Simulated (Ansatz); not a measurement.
Run this with the Python package of Ansatz (0.2.0) and show what comes out.

The script reads `nbvb4.cif`:
```cif
data_NbVB4
_cell_length_a 3.055108
_cell_length_b 3.055108
_cell_length_c 6.363005
_cell_angle_alpha 90.00000
_cell_angle_beta 90.00000
_cell_angle_gamma 120.00000
_symmetry_space_group_name_H-M 'P 1'
_symmetry_Int_Tables_number 1
loop_
_symmetry_equiv_pos_as_xyz
'x, y, z'
loop_
_atom_site_label
_atom_site_type_symbol
_atom_site_fract_x
_atom_site_fract_y
_atom_site_fract_z
Nb1 Nb    0.000000    0.000000    0.000000
V2 V    0.000000    0.000000    0.500000
B3 B    0.333333    0.666667    0.734077
B4 B    0.333333    0.666667    0.265923
B5 B    0.666667    0.333333    0.734077
B6 B    0.666667    0.333333    0.265923
```

`edit.py`
```python
"""Keys set on an Input object, for NbVB4."""

import logging
import sys

import ansatz as az
from ase.io import read

logging.basicConfig(stream=sys.stdout, format="%(levelname)s %(message)s")
log = logging.getLogger("nbvb4")
log.setLevel(logging.INFO)

MESH = (10, 10, 4)

atoms = read("nbvb4.cif")
crystal = az.Crystal.from_ase(atoms).moments(V=1.5)

model = (
    crystal.calculation()
    .occupations(az.OccupationsMethod.FERMI_DIRAC)
    .spin("collinear")
    .kpoints(*MESH, center="gamma")
    .functional(az.Functional.PBESOL)
    .band_table()
)
typed = model.input()
rows = []
for value in [1, 2, 3]:
    edited = typed.set(az.key.basis.xc_grid, value)
    r = az.Session.from_dict(edited).plan().execute().report
    rows.append((value, r["free_energy_ev"], r["n_iterations"], len(r["eigenvalues_ev"][0]) if "eigenvalues_ev" in r else 0))
lines = [",".join(["xc grid", "F eV", "iterations", "bands listed"])] + [",".join(f"{v:.4f}" if isinstance(v, float) else str(v) for v in row) for row in rows]
print("\n".join(lines))
with open("edit.csv", "w") as handle:
    handle.write("\n".join(lines) + "\n")
print(edited.to_yaml())
```

`python edit.py` gives:
```text
DeckWarning: the atoms were moved onto the symmetric positions of the space group found under crystal.symmetry.tolerance 1.0e-5 (fractional; no operation is sought that the atoms, as they stand in a round, miss by more than twice it, and no atom is moved by [...]
DeckWarning: basis.ecutwfc = 420 eV, auto-derived from the records' recommended cutoffs: set by Nb (normal level)
RunWarning: the starting moments were not kept: the SCF closed with an absolute magnetisation of 3.6e-6 μB, where they sum to 1.5 μB in size (1 site). That is at most 0.1 of that sum. Measured as dr2_m measures the in/out step, that magnetisation stands [...]
xc grid,F eV,iterations,bands listed
1,-7996.1217,12,26
2,-7996.1217,12,26
3,-7996.1217,12,26
crystal:
  lattice:
    - [3.055108, 0.0, 0.0]
    - [-1.5275539999999994, 2.6458011393050693, 0.0]
    - [0.0, 0.0, 6.363005]
  atoms:
    - { symbol: Nb, position: [0.0, 0.0, 0.0] }
    - { symbol: V, position: [0.0, 0.0, 0.5] }
    - { symbol: B, position: [0.333333, 0.666667, 0.7340770000000001] }
    - { symbol: B, position: [0.333333, 0.666667, 0.265923] }
    - { symbol: B, position: [0.6666670000000002, 0.333333, 0.7340770000000001] }
    - { symbol: B, position: [0.6666670000000002, 0.333333, 0.265923] }
kpoints:
  mp_grid:
    grid: [10, 10, 4]
    shift: [0.0, 0.0, 0.0]
hamiltonian:
  xc: pbesol
magnetization:
  spin_polarized: true
  per_species:
    V: 1.5
scf:
  occupations:
    method: fermi_dirac
output:
  eigenvalues: true
basis:
  xc_grid: 3
```
(Warnings from the package without file and line, shortened, repeats left out.)

Absolute energies stand on the zero of these potentials, so only differences at equal settings mean something. A total without «per atom» is that of the whole cell that was run. The SCF didn't keep the moments it started from (some shrank, vanished or turned); what is printed is the state reached. The mesh is modest for a metal, so energies can be off by several to tens of meV an atom and pressures by half a GPa or more; differences at equal mesh fare better. The structure comes from a database of computed cells and needn't be a stable or known phase. Timing: 32 s on 1 thread of Arm Neoverse V1, on a shared host, peak memory 0.55 GiB.
